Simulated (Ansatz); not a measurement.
# CH4BClN2: the cost of one run

Program: Ansatz 0.2.0, Gaussian basis. Level of theory: the settings change from run to run. These are calculated values, not measurements.

**1. The geometry**

The geometry comes from an earlier relaxation with PBE0-D4 in a triple-zeta def2 set; it is a stationary point, not always the lowest conformer.

9 atoms, charge 0, spin multiplicity 1.

Atoms are counted from 1 here; the program's logs count them from 0.

Bond lengths: N1–C2 1.250 Å, N1–H6 1.019 Å, C2–Cl3 1.804 Å, C2–B4 1.581 Å, B4–N5 1.377 Å, B4–H7 1.191 Å, N5–H8 1.009 Å, N5–H9 1.005 Å. Angles: C2–N1–H6 114.2°, N1–C2–Cl3 121.1°, N1–C2–B4 123.6°, Cl3–C2–B4 115.3°, C2–B4–N5 120.1°, C2–B4–H7 118.3°, N5–B4–H7 121.6°, B4–N5–H8 122.2°, B4–N5–H9 123.1°, H8–N5–H9 114.7°.

**2. PBEsol/aug-cc-pVTZ**

The input, in.yaml:

```yaml
crystal:
  periodic: [false, false, false]
  atoms:
    - {symbol: N, position_ang: [2.087056, 0.211371, 0.227177]}
    - {symbol: C, position_ang: [0.894166, 0.312848, -0.130703]}
    - {symbol: Cl, position_ang: [0.403033, 1.482653, -1.412572]}
    - {symbol: B, position_ang: [-0.279854, -0.549586, 0.484553]}
    - {symbol: N, position_ang: [-1.570604, -0.380752, 0.034575]}
    - {symbol: H, position_ang: [2.725186, 0.835935, -0.264301]}
    - {symbol: H, position_ang: [-0.014706, -1.338423, 1.337230]}
    - {symbol: H, position_ang: [-1.805669, 0.284027, -0.686459]}
    - {symbol: H, position_ang: [-2.350106, -0.904273, 0.393302]}
basis:
  gaussian: {orbitals: aug-cc-pVTZ}
hamiltonian: {xc: {name: PBEsol}}
output: {forces: true}
```

The run is started by

```bash
ansatz run in.yaml --threads 2 --pin off --events-out ev --progress --plain --max-ram 4352MiB
```

What time and memory should one allow on 2 threads of Arm Neoverse V1, shared host?

About 8.5 s, with a peak of 0.5 GiB.
